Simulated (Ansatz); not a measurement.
# Tl3Cu (I4/mmm) in Ansatz: reference runs

How does Tl3Cu come out in PBE? The cell is run as given and disturbed.

Program: Ansatz 0.2.0. These are calculated values, not measurements. Logs are shortened: lines on timing, memory, paths and dates and some standing lists are left out, and cuts for length are marked.

### Step 1. Starting point

It takes space group I4/mmm (No. 139, tetragonal). Conventional cell: a = 4.572 Å, b = 4.572 Å, c = 9.973 Å, α = 90.00°, β = 90.00°, γ = 90.00°. Tl (site symmetry 4/mmm) has 4 Cu at 3.23 Å and 8 Tl at 3.38 Å as nearest neighbours. Tl (site symmetry -4m2) has 8 Tl at 3.23 to 3.38 Å and 4 Cu at 3.38 Å as nearest neighbours. Cu (site symmetry 4/mmm) has 12 Tl at 3.23 to 3.38 Å as nearest neighbours.

The cell comes from a database or a generator and needn't be the stable form of this composition.

### Step 2. Single point, PBE

The input, input.yaml:

```yaml
crystal:
  lattice:
    - [-2.286069, 2.286069, 4.986304]
    - [2.286069, -2.286069, 4.986304]
    - [2.286069, 2.286069, -4.986304]
  atoms:
    - { symbol: Tl, position: [0.5, 0.5, 0.0] }
    - { symbol: Tl, position: [0.25, 0.75, 0.5] }
    - { symbol: Tl, position: [0.75, 0.25, 0.5] }
    - { symbol: Cu, position: [0.0, 0.0, 0.0] }
hamiltonian:
  xc: pbe
  pseudopotentials: { kind: paw }
kpoints:
  mp_grid: { grid: [8, 8, 8] }
scf:
  occupations: { method: fermi_dirac, width: 0.05 }
output:
  forces: true
  stress: true
  eigenvalues: true
```

Potentials or basis: Ansatz PAW.

On the command line:

```
ansatz run input.yaml --threads 2 --pin off --max-ram 5120MiB --backend cpu --events-out ev --progress --plain --runs-dir out
```

The log of the run:

```text
Warning: RAYON_NUM_THREADS=2 ignored (pool sized by the plan → 2); use --threads N
Engine: ansatz 0.2.0, aarch64-unknown-linux-gnu
Pseudopotentials: kind: paw
Pseudopotential: Tl, paw, valence charge 13, recommended cutoff 420 eV (normal), Tl.paw.azcp
Pseudopotential: Cu, paw, valence charge 19, recommended cutoff 420 eV (normal), Cu.paw.azcp
Functional definition: PBE
  parameter kappa = 0.804
  parameter beta = 0.06672455060314922
  exchange = pbe_x(kappa = kappa, mu = beta*pi^2/3)
  correlation = pbe_c(beta = beta)
Crystal: 4 atoms, lattice volume = 104.236 Å³
Basis set: ecut = 420 eV, 2049 PW (Γ), exchange–correlation on 80×80×80 points (8 copies of the dense FFT grid, shifted against one another)
Bands: 35, of which v1, the nominal top of the filled ones, is band 29 counted from 1 (28 counted from 0)
Symmetry: 16 space group operations
Space group: I4/mmm (ITA 139), of the structure as read, at distance tolerance 4.7e-5 Å
k-points: 59 of 512
Non-local potential: Tl, projectors of the file, l = 0: 2, l = 1: 2, l = 2: 2, l = 3: 1
Non-local potential: Cu, projectors of the file, l = 0: 3, l = 1: 2, l = 2: 3, l = 3: 1
PAW form: soft (Blöchl's): semilocal exchange-correlation on the pseudo side does not see the compensation charge
PAW one-centre angular grid: Tl, 590 points (default); XC on 64 Gauss nodes
PAW one-centre angular grid: Cu, 590 points (default); XC on 64 Gauss nodes
Initial density: superposition of atomic densities (neutral atoms: chi_scale 0, normalization atom), corrected by the library's trained network
Initial wavefunctions: pseudopotential atomic-orbital guess
Functional: x = pbe(κ = 0.804, μ = 0.2195149727645171), c = pbe(β = 0.06672455060314922)
SCF iter   1: F=—  HF=-40956.440072 eV  |F-HF|=—  |Δ(HF+E_count)|=         —  Δρ=2.10e-3  dr2=5.55e-3  ethr=1.77e-3  ⟨swp⟩=6.7  Hψ=8079  notcnv=0  defer=2
preconditioner: auto → Kerker (q_TF=auto, 2.474 Å⁻¹)  [metal: Δε(μ)=0.014 eV  Ē_g=11.309 eV  σ=0.050 eV  W_gap=0.07  n_scr=30 (ndim 8)  ℏωp=25.7 eV  f_vac=0.000  D(μ)=2.40/eV (n_scr^D=14)]
SCF iter   2: F=—  HF=-40956.440973 eV  |F-HF|=—  |Δ(HF+E_count)|=   9.01e-4  Δρ=7.18e-4  dr2=1.19e-3  ethr=9.56e-6  ⟨swp⟩=2.9  Hψ=4217  notcnv=0  defer=6
SCF iter   3: F=—  HF=-40956.440795 eV  |F-HF|=—  |Δ(HF+E_count)|=   1.79e-4  Δρ=6.40e-4  dr2=6.53e-4  ethr=2.05e-6  ⟨swp⟩=2.1  Hψ=2749  notcnv=0  defer=6
SCF iter   4: F=—  HF=-40956.440701 eV  |F-HF|=—  |Δ(HF+E_count)|=   9.39e-5  Δρ=1.32e-4  dr2=2.38e-5  ethr=1.13e-6  ⟨swp⟩=2.0  Hψ=2383  notcnv=0  defer=6
SCF iter   5: F=—  HF=-40956.440702 eV  |F-HF|=—  |Δ(HF+E_count)|=   1.19e-6  Δρ=5.17e-5  dr2=4.65e-6  ethr=4.11e-8  ⟨swp⟩=2.0  Hψ=2453  notcnv=0  defer=6
SCF iter   6: F=—  HF=-40956.440701 eV  |F-HF|=—  |Δ(HF+E_count)|=   7.46e-7  Δρ=1.25e-5  dr2=3.24e-7  ethr=8.01e-9  ⟨swp⟩=2.0  Hψ=2558  notcnv=0  defer=6
SCF iter   7: F=-40956.440701 eV  HF=-40956.440701 eV  |F-HF|=6.34e-8  |Δ(HF+E_count)|=   6.58e-9  Δρ=6.56e-6  dr2=9.14e-8  ethr=1.72e-10  ⟨swp⟩=6.5  Hψ=8616  notcnv=0
SCF 1 converged in 7 iterations: F = -40956.440701 eV  dr2 = 9.14e-8
SCF converged after 7 iterations
Free energy (F): -40956.440701 eV
Harris-Foulkes:  -40956.440701 eV  (|F-HF|=6.34e-8)
Internal energy: -40956.421615 eV  (E = F + TS)
E sigma→0 (E₀):  -40956.431158 eV
Entropy (-TS):   -0.019086 eV (-4.772 meV/atom)
Fermi energy:    10.265996 eV
--- Per-component energies (eV) ---
  E_band       = -451.716953
  E_kinetic    = 1300.710052
  E_local      = -8068.660968  (includes V_loc(G=0)·N_el)
  E_nonlocal   = 1351.634623
  E_hartree    = 3395.970971
  E_xc         = -778.627774
  E_vxc        = -537.843584  (∫ρ·V_xc dr)
  E_paw        = -32165.918267  (= ΣΔE_a)
  E_vpaw       = -1289.509411  (= ΣTr[D̂ρ^β])
  E_aug_tail   = 0.000388  (compensation charges beyond the density's cutoff)
  E_ewald      = -5991.530639
  E_smearing   = -0.019086  (= −TS)
  E_closure    = -0.000000  (closes the sum)
  Σ components = -40956.440701   (vs F -40956.440701, Δ=0.00e0)
--- Forces (eV/Å), atoms counted from 1 ---
  atom   1  Tl    -0.00000000     0.00000000    -0.00000000
  atom   2  Tl    -0.00000000    -0.00000000     0.00000000
  atom   3  Tl     0.00000000    -0.00000000     0.00000000
  atom   4  Cu     0.00000000     0.00000000     0.00000000
  max |Σ_I F_I| component: 6.94e-18 eV/Å
--- Stress (GPa, compression-positive) ---
        0.303961      -0.000000      -0.000000
       -0.000000       0.303961      -0.000000
        0.000000      -0.000000      -0.031325
  P = ⅓ Tr σ = 0.1922 GPa (1.922 kbar)
--- Band table (eV; the first three rows and the last of 59) ---
  k-point 0: bands = ["-101.5810", "-58.9849", "-58.9849", "-58.9748", "-1.8370", "-1.6081", "-1.6065", "-1.3661", "-1.3661", "-1.3434", "-1.3434", "-1.1846", "-1.1165", "-1.0914", "-0.9927", "-0.9057", "-0.8855", "-0.8855", "-0.6421", "0.5133", "6.2594", "7.6230", "8.0638", "8.0736", "8.0736", "8.2464", "8.3689", "8.5411", "10.9791", "10.9791", "11.2115", "11.9131", "11.9131", "13.4798", "13.6957"]
  k-point 1: bands = ["-101.5810", "-58.9849", "-58.9849", "-58.9748", "-1.7772", "-1.5587", "-1.5508", "-1.4009", "-1.3450", "-1.3399", "-1.3354", "-1.1558", "-1.1044", "-1.0832", "-1.0278", "-0.9434", "-0.9411", "-0.9049", "-0.7229", "0.7518", "6.2719", "6.6795", "7.8941", "8.0484", "8.1662", "8.3271", "8.4688", "8.8563", "10.1409", "10.2526", "10.7941", "12.3218", "13.5502", "14.3411", "14.8455"]
  k-point 2: bands = ["-101.5810", "-58.9849", "-58.9849", "-58.9748", "-1.6909", "-1.4960", "-1.4637", "-1.3562", "-1.3467", "-1.3263", "-1.2777", "-1.2045", "-1.0968", "-1.0896", "-1.0573", "-1.0474", "-1.0084", "-0.9911", "-0.7797", "1.4887", "5.6812", "6.1015", "7.7501", "8.0196", "8.0428", "8.4015", "8.4183", "8.9346", "9.5090", "9.7777", "9.9292", "11.5809", "15.0872", "16.2775", "16.8049"]
  k-point 58: bands = ["-101.5810", "-58.9849", "-58.9849", "-58.9748", "-1.8154", "-1.7375", "-1.6356", "-1.6356", "-1.4980", "-1.3767", "-1.1153", "-1.0702", "-1.0551", "-1.0551", "-0.9230", "-0.8608", "-0.8608", "-0.8049", "-0.6422", "1.7129", "2.8340", "7.1732", "8.1751", "8.2235", "8.2235", "8.2427", "8.5773", "9.2233", "9.2233", "10.3459", "14.7721", "14.7721", "14.9427", "14.9993", "16.1964"]
```

Run time: 4.9 s. Hardware: 2 threads of Arm Neoverse V2, shared host; peak memory 0.47 GiB.

What came out:

- Free energy: -40956.4407 eV
- Pressure: 0.2 GPa
- Band gap on the k mesh: none (metal or under the smearing width)

Spin-orbit coupling is left out, which matters for the levels of Tl.

### Step 3. Single point, PBE (atoms moved at random, drawn with an rms of 0.05 Å)

The input, input.yaml:

```yaml
crystal:
  lattice:
    - [-2.286069, 2.286069, 4.986304]
    - [2.286069, -2.286069, 4.986304]
    - [2.286069, 2.286069, -4.986304]
  atoms:
    - { symbol: Tl, position: [0.502141, 0.497318, -0.007555] }
    - { symbol: Tl, position: [0.237972, 0.752691, 0.490777] }
    - { symbol: Tl, position: [0.74074, 0.245801, 0.487817] }
    - { symbol: Cu, position: [0.00593, -0.002879, 0.011612] }
hamiltonian:
  xc: pbe
  pseudopotentials: { kind: paw }
kpoints:
  mp_grid: { grid: [8, 8, 8] }
scf:
  occupations: { method: fermi_dirac, width: 0.05 }
output:
  forces: true
  stress: true
  eigenvalues: true
  write_density: true
  write_potential: true
  elf: true
  volumetric_format: npy
```

Potentials or basis: Ansatz PAW.

On the command line:

```
ansatz run input.yaml --threads 2 --pin off --max-ram 5120MiB --backend cpu --events-out ev --progress --plain --runs-dir out
```

The log of the run:

```text
Warning: RAYON_NUM_THREADS=2 ignored (pool sized by the plan → 2); use --threads N
Engine: ansatz 0.2.0, aarch64-unknown-linux-gnu
Pseudopotentials: kind: paw
Pseudopotential: Tl, paw, valence charge 13, recommended cutoff 420 eV (normal), Tl.paw.azcp
[... 59 lines left out ...]
        0.353180       0.003324       0.085582
        0.003324       0.339276       0.059954
        0.085582       0.059954      -0.007323
  P = ⅓ Tr σ = 0.2284 GPa (2.284 kbar)
--- Band table (eV; the first three rows and the last of 260) ---
  k-point 0: bands = ["-101.5850", "-58.9891", "-58.9882", "-58.9791", "-1.8388", "-1.6187", "-1.6001", "-1.3812", "-1.3805", "-1.3351", "-1.3320", "-1.1877", "-1.1155", "-1.0931", "-0.9927", "-0.9066", "-0.8868", "-0.8838", "-0.6427", "0.5104", "6.2585", "7.6068", "8.0611", "8.0695", "8.0832", "8.2416", "8.3542", "8.5525", "10.9672", "10.9764", "11.2167", "11.9053", "11.9172", "13.4932", "13.7036"]
  k-point 1: bands = ["-101.5850", "-58.9891", "-58.9882", "-58.9790", "-1.7794", "-1.5659", "-1.5481", "-1.4086", "-1.3611", "-1.3400", "-1.3213", "-1.1591", "-1.1041", "-1.0843", "-1.0279", "-0.9447", "-0.9394", "-0.9052", "-0.7231", "0.7489", "6.2699", "6.6755", "7.8891", "8.0449", "8.1620", "8.3270", "8.4629", "8.8575", "10.1330", "10.2555", "10.8000", "12.3180", "13.5452", "14.3438", "14.8533"]
  k-point 2: bands = ["-101.5850", "-58.9891", "-58.9882", "-58.9791", "-1.6936", "-1.5007", "-1.4660", "-1.3625", "-1.3491", "-1.3259", "-1.2780", "-1.2058", "-1.0990", "-1.0910", "-1.0559", "-1.0483", "-1.0113", "-0.9860", "-0.7798", "1.4856", "5.6782", "6.0972", "7.7475", "8.0162", "8.0397", "8.3984", "8.4158", "8.9333", "9.5022", "9.7765", "9.9401", "11.5812", "15.0833", "16.2653", "16.7978"]
  k-point 259: bands = ["-101.5850", "-58.9891", "-58.9882", "-58.9791", "-1.8179", "-1.7402", "-1.6389", "-1.6370", "-1.4993", "-1.3789", "-1.1203", "-1.0763", "-1.0561", "-1.0479", "-0.9245", "-0.8617", "-0.8599", "-0.8052", "-0.6427", "1.7070", "2.8357", "7.1715", "8.1667", "8.2176", "8.2198", "8.2380", "8.5616", "9.2242", "9.2363", "10.3536", "14.7734", "14.7773", "14.9418", "15.0031", "16.1975"]
```

Run time: 48 s. Hardware: 2 threads of Arm Neoverse V2, shared host; peak memory 0.86 GiB.

Results:

* Free energy: -40956.4367 eV
* Pressure: 0.2 GPa
* Largest force: 0.133 eV/Å
* Band gap on the k mesh: none (metal or under the smearing width)

Forces on the atoms (eV/Å):
```
Tl   0.025 -0.035 -0.126
Tl  -0.083  0.056  0.070
Tl   0.060 -0.033  0.071
Cu  -0.002  0.012 -0.016
```

Levels at points of the mesh, in eV from the Fermi level:
| k point | band 26 | band 27 | band 28 | band 29 | band 30 | band 31 | band 32 | band 33 |
| --- | --- | --- | --- | --- | --- | --- | --- | --- |
| (0.00, 0.00, 0.00) | -2.02 | -1.91 | -1.71 | 0.70 | 0.71 | 0.95 | 1.64 | 1.65 |
| (0.00, 0.00, -0.50) | -2.19 | -1.99 | -1.86 | -1.84 | -1.62 | 1.63 | 1.97 | 2.73 |
| (0.00, -0.50, 0.00) | -2.08 | -2.00 | -1.58 | 1.39 | 1.53 | 1.79 | 2.45 | 4.20 |
| (0.00, -0.50, -0.50) | -2.08 | -2.00 | -1.58 | 1.40 | 1.50 | 1.86 | 2.37 | 4.23 |
| (-0.50, 0.00, 0.00) | -2.08 | -2.00 | -1.57 | 1.39 | 1.51 | 1.81 | 2.43 | 4.21 |
| (-0.50, 0.00, -0.50) | -2.08 | -2.00 | -1.58 | 1.40 | 1.51 | 1.88 | 2.34 | 4.22 |
| (-0.50, -0.50, 0.00) | -2.19 | -2.00 | -1.85 | -1.84 | -1.62 | 1.63 | 1.97 | 2.71 |
| (-0.50, -0.50, -0.50) | -2.03 | -1.70 | -1.04 | -1.03 | 0.09 | 4.51 | 4.51 | 4.68 |
